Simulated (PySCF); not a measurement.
# CuF: from the state search to spectroscopic constants

The task here is to estimate one member of a computed series from the others.

Program: PySCF 2.14.0. Level of theory: Cu def2-TZVPPD, F def2-TZVPPD, no relativity. These are calculated values, not measurements.

Set-up of the first run:

Settings of the job:

* atoms: Cu, F
* charge: 0
* basis: Cu def2-TZVPPD, F def2-TZVPPD
* Hamiltonian: no relativity
* basis functions: 107
* electrons treated: 38
* masses in u: 62.9296, 18.9984
* levels: PBE0, PBE, r²SCAN, TPSS, M06-2X, M06-L, BP86, M06, ωB97X-V, HF, MP2, SCS-MP2, CCSD, CCSD(T)
* grid: 80 radial by 434 angular points
* occupations: held fixed by the projection of orbital angular momentum
* dissociation limit: Cu + F, each in its ground configuration
* starting distance in angstrom: 1.750
* values of 2S to try: 0, 2, 4

Launch:

```console
$ OMP_NUM_THREADS=2 python dia.py task.json out
```

Steps of the session up to this table: Set-up; The PBE0 curve of the state that the search chose; Higher solutions at PBE0; PBE (GGA); r²SCAN (meta-GGA); TPSS (meta-GGA); M06-2X; M06-L (meta-GGA); BP86; M06 (hybrid meta-GGA); ωB97X-V (range-separated hybrid); RHF; Adding correlation.

One of the session's tables, all rows but one given; the rest of the session is left out.

Energy (eV) from each level's lowest point:

```
R (Å)    RHF  RHF-MP2  RHF-SCS-MP2  RHF-CCSD  RHF-CCSD(T)
1.522  1.354    0.791        0.887       n/a          n/a
1.593  0.684    0.320        0.383     0.460        0.435
1.664  0.286    0.081        0.116     0.154        0.143
1.717  0.115    0.008        0.025     0.041        0.037
1.770      ?        ?            ?         ?            ?
1.823  0.000    0.040        0.026     0.014        0.016
1.894  0.036    0.149        0.118     0.093        0.096
1.982  0.161    0.342        0.295     0.259        0.261
2.089  0.380    0.625        0.561     0.516        0.515
2.230  0.729    1.038        0.957       n/a          n/a
```

Estimate the missing values for R (Å) = 1.770.

Worked estimate for «RHF». A straight line through the neighbours (1.717, 0.115) and (1.823, 0.000) gives 0.115 + (0.000 − 0.115) × (1.770 − 1.717) / (1.823 − 1.717) = 0.058; a parabola fitted to 4 rows on both sides gives 0.028.

The run gave: RHF: 0.026; RHF-MP2: 0.000; RHF-SCS-MP2: 0.000; RHF-CCSD: 0.000; RHF-CCSD(T): 0.000. In «RHF» the line misses by +0.032 and the parabola by +0.002.

Caveats from the session: Lowest PBE0 solution found, without spin–orbit coupling: ¹Σ⁺ (singlet), closed shell. Warnings in the runs' records: inverted.
